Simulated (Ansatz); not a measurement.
# AlH2O (SMILES [O][AlH2]) at RPA@PBE/STO-3G

What is the electronic atomisation energy of AlH2O at RPA@PBE/STO-3G? 

The calculation is run with Ansatz 0.2.0.

51 further runs of the same task are left out: 1 that didn't finish, 50 set aside as unsound or not needed.

**1. The molecule**

The species is AlH2O (4 atoms), meant as a doublet with charge 0. SMILES: `[O][AlH2]`. The shape is that of a PBE0-D4/def2-TZVP optimisation.

Bond lengths: O1–Al2 1.727 Å, Al2–H3 1.578 Å, Al2–H4 1.578 Å. Angles: O1–Al2–H3 115.8°, O1–Al2–H4 115.8°, H3–Al2–H4 128.3°.

**2. The energy at RPA@PBE/STO-3G**

job.yaml

```yaml
crystal:
  periodic: [false, false, false]
  atoms:
    - {symbol: O, position_ang: [0.062600, -0.856300, 1.401400]}
    - {symbol: Al, position_ang: [0.011300, 0.029900, -0.080400]}
    - {symbol: H, position_ang: [-1.149600, -0.360800, -1.076000]}
    - {symbol: H, position_ang: [1.131100, 1.126800, -0.265300]}
basis:
  gaussian:
    orbitals: STO-3G
magnetization:
  spin_polarized: true
  initial_magnetization: 1
hamiltonian:
  xc: pbe
correlation:
  method: rpa
  frozen_orbitals: {Al: 5, H: 0, O: 1}
accuracy: high
```

Launch:

```console
$ ansatz run job.yaml --threads 1 --pin off --max-ram 2610MiB --events-out events.jsonl --progress --plain --runs-dir runs
```

The program printed:

```text
Warning: RAYON_NUM_THREADS=1 ignored (pool sized by the plan → 1); use --threads N
Functional definition: PBE
  name "PBE"
  parameter kappa = 0.804
  parameter beta = 0.06672455060314922
  exchange = pbe_x(kappa = kappa, mu = beta*pi^2/3)
  correlation = pbe_c(beta = beta)
267 factors; integrals over basis functions are off by at most 2.5e-8 eV
mean field evaluation 1: about -8557.8272 eV, gradient 1.8e1 eV
mean field evaluation 2: about -8557.7965 eV, gradient 1.8e1 eV
mean field evaluation 4: about -8560.1451 eV, gradient 5.8e0 eV
mean field evaluation 8: about -8560.4565 eV, gradient 2.0e-2 eV
mean field evaluation 16: about -8560.4565 eV, gradient 3.6e-6 eV
mean field evaluation 32: about -8531.4403 eV, gradient 3.0e1 eV
mean field -8560.45647090 eV, -314.5909728197 hartree, gradient 3.8e-8 eV, S^2 0.754224; 2 other end points of the search recorded, 0 dependent functions left out
6 core orbitals not correlated: weight in the atoms' cores, before any rotation towards them, 0.999 or more for the frozen orbitals, at most 0.000 for the correlated occupied ones
reference -8543.57187063 eV, -313.9704752045 hartree; 6, 5 occupied and 4, 5 virtual orbitals, 267 factors
Total energy: -8547.72240281 eV, -314.1230044488 hartree
```

It took 2.2 s on 1 thread of Arm Neoverse V1, shared host; peak memory 0.12 GiB.

**3. The Al atom**

job.yaml

```yaml
crystal:
  periodic: [false, false, false]
  atoms:
    - {symbol: Al, position_ang: [0.000000, 0.000000, 0.000000]}
basis:
  gaussian: {orbitals: STO-3G}
magnetization: {spin_polarized: true, initial_magnetization: 1}
hamiltonian: {xc: pbe}
correlation: {method: rpa, frozen_orbitals: {Al: 5}}
accuracy: high
```

Run the same way, it converges to -238.91265 Eh (log not shown).

**4. The H atom**

input.yaml

```yaml
crystal:
  periodic: [false, false, false]
  atoms:
    - symbol: H
      position_ang: [0.000000, 0.000000, 0.000000]
basis:
  gaussian:
    orbitals: STO-3G
magnetization:
  spin_polarized: true
  initial_magnetization: 1
hamiltonian:
  xc: {name: PBE}
correlation:
  method: rpa
  frozen_orbitals: {H: 0}
accuracy: high
```

Run the same way, it converges to -0.46658 Eh (log not shown).

**5. The O atom at the same level**

in.yaml

```yaml
crystal:
  periodic: [false, false, false]
  atoms:
    - {symbol: O, position_ang: [0.000000, 0.000000, 0.000000]}
basis:
  gaussian: {orbitals: STO-3G}
magnetization: {spin_polarized: true, initial_magnetization: 2}
hamiltonian: {xc: pbe}
correlation: {method: rpa, frozen_orbitals: {O: 1}}
accuracy: high
```

Launch:

```console
$ ansatz run in.yaml --threads 1 --pin off --max-ram 2610MiB --events-out events.jsonl --progress --plain --runs-dir runs
```

The program printed:

```text
Warning: RAYON_NUM_THREADS=1 ignored (pool sized by the plan → 1); use --threads N
Functional definition: PBE
  name "PBE"
  parameter kappa = 0.804
  parameter beta = 0.06672455060314922
  exchange = pbe_x(kappa = kappa, mu = beta*pi^2/3)
  correlation = pbe_c(beta = beta)
15 factors; integrals over basis functions are off by at most 1.1e-9 eV
mean field evaluation 1: about -2012.2475 eV, gradient 3.6e-12 eV
mean field evaluation 2: about -2012.2484 eV, gradient 1.5e-11 eV
mean field evaluation 4: about -2012.2472 eV, gradient 0.0e0 eV
mean field evaluation 8: about -2012.2481 eV, gradient 2.6e-2 eV
mean field evaluation 16: about -2012.2472 eV, gradient 3.0e-11 eV
mean field -2012.24843053 eV, -73.9487658709 hartree, gradient 5.6e-24 eV, S^2 2.000000; 8 other end points of the search recorded, 0 dependent functions left out
1 core orbitals not correlated: weight in the atoms' cores, before any rotation towards them, 1.000 or more for the frozen orbitals, at most 0.000 for the correlated occupied ones
reference -2008.31323932 eV, -73.8041502613 hartree; 4, 2 occupied and 0, 2 virtual orbitals, 15 factors
Total energy: -2009.25012359 eV, -73.8385801232 hartree
```

Wall time 0.48 s (1 thread of Arm Neoverse V1, shared host).

**6. What came out**

Level: RPA@PBE/STO-3G, 6 core orbitals frozen.

```
                                   quantity          value
                     molecule: total energy  -314.12300 Eh
 molecule: RPA correlation energy (valence)     -152.5 mEh
molecule: ⟨S²⟩ of the reference determinant          0.754
                      Al atom: total energy  -238.91265 Eh
  Al atom: RPA correlation energy (valence)      -57.5 mEh
 Al atom: ⟨S²⟩ of the reference determinant          0.750
                       H atom: total energy    -0.46658 Eh
             H atom: RPA correlation energy        0.0 mEh
  H atom: ⟨S²⟩ of the reference determinant          0.750
                       O atom: total energy   -73.83858 Eh
   O atom: RPA correlation energy (valence)      -34.4 mEh
  O atom: ⟨S²⟩ of the reference determinant          2.000
              electronic atomisation energy      11.935 eV
```

**Reading.** Taking the molecule apart into free atoms costs 11.94 eV (1152 kJ/mol), before zero-point energy and without spin-orbit coupling. In a minimal basis such a difference can be off by several eV, whatever the method.
